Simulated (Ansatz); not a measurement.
# CH3Ga (quintet): the correlation ladder, cc-pVDZ

An exercise on one series of results from a longer session: the logs are not shown, and one member is left open.

Computed with Ansatz 0.2.0, Gaussian basis. Level: cc-pVDZ, core rule «outside noble gas», up to 15 orbitals frozen.

To be run: UHF; CCSD(T) on ROHF; CCSD(T) on UHF; BCCD(T) on ROHF; CISD; CCSDT(Q) on ROHF; CCSDT(Q) on UHF; CASSCF and MRCISD+Q, 10 electrons in 11 orbitals; CASSCF and NEVPT2, 10 electrons in 11 orbitals.

27 further runs of the same task are left out: 1 for a known fault of the program, 11 that didn't finish, 15 set aside as unsound or not needed.

## What is computed

The geometry is a PBE0/def2-TZVP stationary point (not a proven minimum) of the parent state, kept for this charge and spin. No spin-orbit coupling is included. The filled d shell of Ga may be among the frozen orbitals whatever the setting's name suggests; the logs give the count.

5 atoms, charge 0, spin multiplicity 5.

Atoms are counted from 1 here; the program's logs count them from 0.

Bond lengths: C1–Ga2 1.956 Å, C1–H3 1.090 Å, C1–H4 1.087 Å, Ga2–H5 1.596 Å. Angles: Ga2–C1–H3 122.8°, Ga2–C1–H4 123.5°, H3–C1–H4 113.7°, C1–Ga2–H5 119.5°.

The first run:

File in.yaml:

```yaml
crystal:
  periodic: [false, false, false]
  atoms:
    - {symbol: C, position_ang: [0.000000, 0.082980, 1.625733]}
    - {symbol: Ga, position_ang: [0.000000, -0.036718, -0.326926]}
    - {symbol: H, position_ang: [0.000000, 1.033629, 2.158538]}
    - {symbol: H, position_ang: [0.000000, -0.785147, 2.279606]}
    - {symbol: H, position_ang: [0.000000, 1.302631, -1.195794]}
basis:
  gaussian: {orbitals: cc-pVDZ}
magnetization: {spin_polarized: true, initial_magnetization: 4}
hamiltonian: {xc: hf}
output: {orbitals: {seedname: orbitals}}
```

Started as:

```
$ ansatz run in.yaml --threads 1 --pin off --events-out ev --progress --plain --max-ram 2393MiB
```

Steps of the session up to this table: UHF; CCSD(T) on ROHF; CCSD(T) on UHF; BCCD(T) on ROHF; CISD; CCSDT(Q) on ROHF; CCSDT(Q) on UHF; CASSCF and MRCISD+Q, 10 electrons in 11 orbitals; CASSCF and NEVPT2, 10 electrons in 11 orbitals.

One of the session's tables, all rows but one given; the rest of the session is left out.

| method | from RCCSDT(Q) (kcal/mol) |
| --- | --- |
| ROHF | +125.26 |
| UHF | +117.03 |
| RMP2 | ? |
| UMP2 | +24.23 |
| RCCSD | +4.07 |
| UCCSD | +3.44 |
| RCCSD(T) | +0.80 |
| UCCSD(T) | +0.34 |
| BCCD(T) | +0.83 |
| RCCSDT | +0.21 |
| UCCSDT | -0.29 |
| RCCSDT(Q) | 0 |
| UCCSDT(Q) | -0.49 |
| CASSCF valence | +74.33 |
| NEVPT2 valence | +18.14 |
| MRCISD valence | +4.26 |
| MRCISD+Q valence | +0.23 |

**Question.** Estimate the row for RMP2.

As computed: from RCCSDT(Q) (kcal/mol): +23.30. In the column «from RCCSDT(Q) (kcal/mol)» it lies between NEVPT2 valence (+18.14) and UMP2 (+24.23).

Among the levels timed on like hardware and quicker than the yardstick, those that no quicker one beats, quickest first: UCCSD(T) (4.4 s, +0.34 kcal/mol); MRCISD+Q valence (14 s, +0.23 kcal/mol).

Not comparable, so not listed: CISD (they don't share determinant, frozen orbitals or solution with the rows shown, or repeat one).

Limits of these values: The report flags that the cluster equations may have other roots. The program flags RCCSD(T), BCCD(T), RCCSDT(Q) as in doubt, so the zero of the table is itself unsure. Warnings: coupled cluster took another determinant than the lowest. Restricted and unrestricted rows rest on different reference determinants; where their highest levels disagree by more than a few hundredths of an eV, they describe different states and don't form one ladder. Warnings in the runs' records: other roots.
